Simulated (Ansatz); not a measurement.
# C3H9AlSi: the cost of one run

All numbers below are computed with Ansatz 0.2.0 (RKS B3LYP-D4/def2-SVP).

### Step 1. Starting point

Bond lengths: C1–Al2 1.933 Å, Al2–C3 1.981 Å, C3–C4 1.456 Å, C3–Si5 1.899 Å, C4–Si5 1.874 Å, C1–H6 1.093 Å, C1–H7 1.136 Å, C1–H8 1.137 Å, Al2–H9 1.640 Å, C3–H10 1.158 Å, C4–H11 1.194 Å, C4–H12 1.075 Å, Si5–H13 1.418 Å, Si5–H14 1.479 Å. Angles (14 of 27 angles, heavy atoms first): C1–Al2–C3 118.8°, Al2–C3–C4 121.0°, Al2–C3–Si5 114.0°, C4–C3–Si5 66.4°, C3–C4–Si5 68.2°, C3–Si5–C4 45.4°, C1–Al2–H9 120.9°, C3–Al2–H9 120.2°, Al2–C1–H6 114.0°, Al2–C1–H7 111.1°, Al2–C1–H8 110.2°, Al2–C3–H10 120.4°, C4–C3–H10 110.8°, Si5–C3–H10 112.1°.

Coordinates:

```xyz
14

C    -1.7837    1.3754   -0.0054
Al   -0.5091    0.6682    1.2642
C     1.0650   -0.3256    0.5853
C     0.9221   -1.6547    0.0078
Si    1.2048   -0.3511   -1.3082
H    -2.2611    0.6133   -0.6266
H    -1.3018    2.1520   -0.6803
H    -2.6045    1.9454    0.5372
H    -0.7301    0.8626    2.8773
H     2.0972   -0.2073    1.0958
H    -0.2164   -2.0131    0.0534
H     1.6959   -2.3801    0.1805
H     2.4640   -0.6042   -1.9087
H    -0.0555   -0.1099   -2.0436
```

### Step 2. End point A

input.yaml

```yaml
crystal:
  periodic: [false, false, false]
  atoms:
    - { symbol: C, position_ang: [-1.7837, 1.3754, -0.0054] }
    - { symbol: Al, position_ang: [-0.5091, 0.6682, 1.2642] }
    - { symbol: C, position_ang: [1.065, -0.3256, 0.5853] }
    - { symbol: C, position_ang: [0.9221, -1.6547, 0.0078] }
    - { symbol: Si, position_ang: [1.2048, -0.3511, -1.3082] }
    - { symbol: H, position_ang: [-2.2611, 0.6133, -0.6266] }
    - { symbol: H, position_ang: [-1.3018, 2.152, -0.6803] }
    - { symbol: H, position_ang: [-2.6045, 1.9454, 0.5372] }
    - { symbol: H, position_ang: [-0.7301, 0.8626, 2.8773] }
    - { symbol: H, position_ang: [2.0972, -0.2073, 1.0958] }
    - { symbol: H, position_ang: [-0.2164, -2.0131, 0.0534] }
    - { symbol: H, position_ang: [1.6959, -2.3801, 0.1805] }
    - { symbol: H, position_ang: [2.464, -0.6042, -1.9087] }
    - { symbol: H, position_ang: [-0.0555, -0.1099, -2.0436] }
basis:
  gaussian: { orbitals: def2-SVP }
hamiltonian:
  xc: b3lyp
  dispersion: d4
relax:
  f_tol: 0.015
  max_steps: 40
output:
  orbitals: {}
```

Launch:

```
$ ansatz run input.yaml --threads 2 --pin off --max-ram 3072MiB --backend cpu --events-out ev --progress --plain --runs-dir out
```

What time and memory should one allow on 2 threads of Arm Neoverse V1, shared host?

About 90 s, with a peak of 0.3 GiB.
